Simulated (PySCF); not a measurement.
# The bond of AlPb, level by level

Aim: find the lowest electronic state of AlPb, scan its bond at several levels of theory, and get bond length, wavenumber and dissociation energy from each curve.

The runs use PySCF 2.14.0; Al def2-SVP, Pb def2-SVP with ECP60, scalar-relativistic core potentials.

## (1) Set-up

The job is set up so:

```
atoms                         : Al, Pb
charge                        : 0
basis                         : Al def2-SVP, Pb def2-SVP with ECP60
Hamiltonian                   : scalar-relativistic core potentials
basis functions               : 44
electrons treated             : 35
masses in u                   : 26.9815, 207.9766
levels                        : PBE0, PBE, r²SCAN, LDA, B2PLYP, BLYP, HSE06, HF, MP2, SCS-MP2, CCSD, CCSD(T)
grid                          : 80 radial by 434 angular points
occupations                   : held fixed by the projection of orbital angular momentum
dissociation limit            : Al + Pb, each in its ground configuration
starting distance in angstrom : 2.590
values of 2S to try           : 1, 3
```

On the command line:

```console
$ OMP_NUM_THREADS=1 python dia.py task.json out
```

The runs that follow: PBE0 along the bond; Higher solutions at PBE0; PBE (GGA); r²SCAN; LDA (local density); B2PLYP (double hybrid); BLYP (GGA); HSE06 (range-separated hybrid); UHF (mean field); MP2 and coupled cluster.

What does the calculation give? Wanted: for each run, Re; ωe; De; μ.

As calculated:

Lowest PBE0 solution found, without spin–orbit coupling: ⁴Σ⁻ (quartet), unpaired electrons σ ↑, π ↑↑. State 2 has its PBE0 minimum 0.31 eV higher, as a spin-mixed determinant (⟨S²⟩ = 1.77), so this is no gap between pure states. State 3 has its PBE0 minimum 0.36 eV higher, as a spin-mixed determinant (⟨S²⟩ = 1.76), so this is no gap between pure states. State 4 has its PBE0 minimum 0.91 eV higher. The other levels ran on the lowest alone.

```
      level  Re (Å)  ωe (cm⁻¹)  De (eV)  μ (D)
        UHF   2.788      221.9     1.22  -1.69
    UHF-MP2   2.712      252.7     1.85    n/a
UHF-SCS-MP2   2.718      248.6     1.64    n/a
   UHF-CCSD   2.739      243.6     1.75    n/a
UHF-CCSD(T)   2.735      245.6     1.85    n/a
        LDA   2.691      251.0     2.68  -0.29
        PBE   2.742      236.7     2.26  -0.08
       BLYP   2.782      220.8     2.00  -0.32
     r²SCAN   2.720      245.2     2.25  -0.31
       PBE0   2.715      247.5     2.11  -0.34
      HSE06   2.721      245.5     2.13  -0.33
     B2PLYP   2.729      243.0     1.90  -0.89
```

De is counted to Al + Pb in their ground configurations. A positive dipole means Al(−)Pb(+).

Differences from CCSD(T) in the same basis:

```
      level  Re (mÅ)  ωe (%)
        UHF      +53    -9.7
    UHF-MP2      -23    +2.9
UHF-SCS-MP2      -17    +1.2
   UHF-CCSD       +4    -0.8
        LDA      -44    +2.2
        PBE       +7    -3.6
       BLYP      +47   -10.1
     r²SCAN      -14    -0.2
       PBE0      -20    +0.8
      HSE06      -14    -0.1
     B2PLYP       -6    -1.1
```

Against CCSD(T) in the same basis, the bond length is nearest at UHF-CCSD (+4 mÅ) and farthest at UHF (+53 mÅ); the wavenumber is nearest at HSE06 (-0.1 %) and farthest at BLYP (-10.1 %). CCSD(T) in a basis this small is itself some way from its limit, more so than the functionals. Among the levels with a De in the table, it runs from 1.22 eV (UHF) to 2.68 eV (LDA).

Correlated steps freeze 9 core orbitals. These are scalar-relativistic numbers at best; spin–orbit coupling would shift them, the dissociation energy most. B2PLYP dipoles, levels and charges come from its SCF part alone. With spin–orbit coupling the term label itself may not hold.
